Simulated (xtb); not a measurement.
**C2HBr2F (SMILES F/C(Br)=C/Br) at GFN2-xTB**

Wanted: an optimisation with harmonic vibrations of C2HBr2F. 

Program for the calculation: xtb 6.7.1.

10 further runs of the same task are left out: 10 set aside as unsound or not needed.

**1. The molecule**

C2HBr2F: 6 atoms, total charge 0, spin state singlet. As SMILES, `F/C(Br)=C/Br`. The shape is that of a GFN2-xTB optimisation. The run starts from this shape.

Bond lengths: F1–C2 1.331 Å, C2–Br3 1.879 Å, C2–C4 1.327 Å, C4–Br5 1.866 Å, C4–H6 1.078 Å. Angles: F1–C2–Br3 113.3°, F1–C2–C4 120.8°, Br3–C2–C4 125.9°, C2–C4–Br5 122.2°, C2–C4–H6 121.6°, Br5–C4–H6 116.2°.

**2. An optimisation with harmonic vibrations at GFN2-xTB**

Contents of mol.xyz:

```xyz
6
C2HBr2F
F     -0.03392    -0.86522     1.64204
C      0.31124    -0.25497     0.51010
Br     2.16923    -0.06937     0.30382
C     -0.61203     0.15808    -0.34913
Br    -0.17049     1.01709    -1.94610
H     -1.66402     0.01439    -0.16074
```

On the command line:

```bash
$ xtb mol.xyz -c 0 --ohess vtight > out.txt
```

Q: Predict the results. Wanted: total energy at the end; dipole moment; HOMO energy; LUMO energy; HOMO–LUMO gap; dispersion energy; mean polarisability; lowest harmonic wavenumber; highest harmonic wavenumber.

**Answer.** As computed:

At GFN2-xTB:

| quantity | value |
| --- | --- |
| total energy at the end | -17.64714 Eh |
| dipole moment | 2.46 D |
| HOMO energy | -11.62 eV |
| LUMO energy | -7.83 eV |
| HOMO–LUMO gap | 3.80 eV |
| dispersion energy | -12.44 kJ/mol |
| mean polarisability (D4 model) | 66.7 bohr³ |
| lowest harmonic wavenumber | 91 cm⁻¹ |
| highest harmonic wavenumber | 3090 cm⁻¹ |
| zero-point energy | 61.9 kJ/mol |

What this shows: At the final geometry: Bond lengths: F1–C2 1.331 Å, C2–Br3 1.878 Å, C2–C4 1.327 Å, C4–Br5 1.866 Å, C4–H6 1.078 Å. Angles: F1–C2–Br3 113.3°, F1–C2–C4 120.9°, Br3–C2–C4 125.9°, C2–C4–Br5 122.2°, C2–C4–H6 121.6°, Br5–C4–H6 116.2°. All 12 modes are real, so the shape is a minimum at this level. Mulliken charges run from -0.18 on F1 to +0.22 on C2.
